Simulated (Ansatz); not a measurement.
# TiWO5: melt and quench

Program: Ansatz 0.2.0. Level of theory: DFT PBE, scalar-relativistic, plane waves, PAW. These are calculated values, not measurements.

### Step 1. The structure to begin with

The cell holds 21 atoms (O15Ti3W3): a = 6.839 Å, b = 6.600 Å, c = 6.436 Å, α = 91.29°, β = 90.74°, γ = 86.30°.

It is the last frame of an earlier stage of the same melt, run at 2740 K.

Structure file:

```cif
data_structure
_symmetry_space_group_name_H-M 'P 1'
_symmetry_Int_Tables_number 1
_cell_length_a 6.8388
_cell_length_b 6.6004
_cell_length_c 6.4358
_cell_angle_alpha 91.287
_cell_angle_beta 90.737
_cell_angle_gamma 86.302
_cell_volume 289.80
loop_
_atom_site_label
_atom_site_type_symbol
_atom_site_fract_x
_atom_site_fract_y
_atom_site_fract_z
_atom_site_occupancy
Ti1 Ti 0.96040 0.44952 0.08608 1
Ti2 Ti 0.66272 0.80850 0.03876 1
Ti3 Ti 0.29598 0.68094 0.42451 1
O1 O 0.27019 0.74175 0.70320 1
O2 O 0.69877 0.47372 0.87728 1
O3 O 0.25596 0.27608 0.93758 1
O4 O 0.41415 0.69655 0.15287 1
O5 O 0.92510 0.26487 0.52180 1
O6 O 0.94624 0.98421 0.73215 1
O7 O 0.46307 0.94042 0.90189 1
O8 O 0.51485 0.19483 0.25084 1
O9 O 0.57284 0.19365 0.68647 1
O10 O 0.80136 0.56931 0.26395 1
O11 O 0.53148 0.53849 0.52091 1
O12 O 0.16101 0.49679 0.31555 1
O13 O 0.93423 0.68293 0.96955 1
O14 O 0.27479 0.95350 0.40216 1
O15 O 0.76583 0.05745 0.01428 1
W1 W 0.67481 0.32534 0.42835 1
W2 W 0.56543 0.22270 0.95738 1
W3 W 0.22148 0.99515 0.70589 1
```

### Step 2. Langevin stage at 1520 K

One k point, a Fermi-Dirac width of 0.131 eV and a fixed cell.

input.yaml reads:

```yaml
crystal:
  lattice:
    - [6.835202, 0.216521, -0.041497]
    - [0.216521, 6.596443, -0.072536]
    - [-0.041497, -0.072536, 6.435209]
  atoms:
    - { symbol: Ti, position: [0.9603966603, 0.4495191544, 0.0860767628] }
    - { symbol: Ti, position: [0.662715736, 0.8085014944, 0.0387562342] }
    - { symbol: Ti, position: [0.2959771825, 0.6809382068, 0.4245081568] }
    - { symbol: O, position: [0.2701904066, 0.741747656, 0.7032025383] }
    - { symbol: O, position: [0.6987659053, 0.4737185766, 0.877282873] }
    - { symbol: O, position: [0.2559601143, 0.2760783247, 0.9375808435] }
    - { symbol: O, position: [0.4141455824, 0.696546045, 0.1528712294] }
    - { symbol: O, position: [0.9250994619, 0.264870433, 0.5218034608] }
    - { symbol: O, position: [0.9462403205, 0.9842091569, 0.7321497969] }
    - { symbol: O, position: [0.4630705499, 0.9404244, 0.9018925245] }
    - { symbol: O, position: [0.5148453586, 0.1948258099, 0.2508440354] }
    - { symbol: O, position: [0.5728447589, 0.1936459225, 0.686471829] }
    - { symbol: O, position: [0.801363896, 0.5693068809, 0.2639474762] }
    - { symbol: O, position: [0.531477776, 0.5384870131, 0.5209146011] }
    - { symbol: O, position: [0.161006644, 0.4967917818, 0.3155484039] }
    - { symbol: O, position: [0.9342268194, 0.6829284006, 0.9695542506] }
    - { symbol: O, position: [0.2747921809, 0.9535028217, 0.4021623664] }
    - { symbol: O, position: [0.765834119, 0.0574524084, 0.0142814086] }
    - { symbol: W, position: [0.6748137778, 0.3253399172, 0.428353706] }
    - { symbol: W, position: [0.5654326482, 0.2227020344, 0.9573755329] }
    - { symbol: W, position: [0.2214758002, 0.9951457609, 0.7058906586] }
  symmetry: { detect: false }
basis:
  ecutwfc: 420
  xc_grid: 1
kpoints:
  mp_grid: { grid: [1, 1, 1], shift: [0.0, 0.0, 0.0] }
hamiltonian:
  xc: pbe
scf:
  occupations: { method: fermi_dirac, width: 0.131 }
  lower_state_search: "off"
  convergence: { dr2_threshold: 1.0e-05 }
output:
  forces: true
  stress: true
md:
  timestep: 2.0
  n_steps: 250
  ensemble: nvt_langevin
  friction: 0.03
  temperature: 1520.0
  initial_velocities: maxwell_boltzmann
  seed: 94952
```

The run is started by

```
> ansatz run input.yaml --threads 2 --pin off --max-ram 5120MiB --backend cpu --events-out ev --progress --plain --runs-dir out
```

**Question.** How long does this run take on 2 threads of Arm Neoverse V1, shared host, and how much memory does it need?

About 5.4 min, with a peak of 0.42 GiB.
